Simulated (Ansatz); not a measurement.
# Ga2P: the cost of one run

Program: Ansatz 0.2.0, Gaussian basis. Level of theory: the settings change from run to run. These are calculated values, not measurements.

25 further runs of the same task are left out: 2 for a known fault of the program, 12 that didn't finish, 11 set aside as unsound or not needed. Runs told in other sessions of the task aren't counted.

### Step 1. The system

The geometry is a PBE0/def2-TZVP stationary point (not a proven minimum) of the parent state, kept for this charge and spin. No spin-orbit coupling is included. The filled d shell of Ga may be among the frozen orbitals whatever the setting's name suggests.

3 atoms, charge 1, spin multiplicity 3.

Atoms are counted from 1 here; the program's logs count them from 0.

Bond lengths: Ga1–P2 2.386 Å, P2–Ga3 2.386 Å. Angles: Ga1–P2–Ga3 180.0°.

### Step 2. NEVPT2(2,4)/cc-pVDZ

Contents of in.yaml:

```yaml
crystal:
  periodic: [false, false, false]
  atoms:
    - {symbol: Ga, position_ang: [0.000000, 0.000000, 2.385600]}
    - {symbol: P, position_ang: [0.000000, 0.000000, 0.000000]}
    - {symbol: Ga, position_ang: [0.000000, 0.000000, -2.385600]}
basis:
  gaussian: {orbitals: cc-pVDZ}
total_charge: 1
magnetization: {spin_polarized: false, initial_magnetization: 2}
correlation: {method: sc_nevpt2, electrons: outside_noble_gas, active_space: {window: {electrons: 2, orbitals: 4}, states: [{multiplicity: 3, weights: [0.5, 1, 0.5, 1]}], root: 1}}
output: {forces: true}
```

Run with:

```
ansatz run in.yaml --threads 1 --pin off --events-out ev --progress --plain --max-ram 2393MiB
```

What time and memory should one allow on 1 thread of Arm Neoverse V1, shared host?

About 58 s, with a peak of 0.4 GiB.
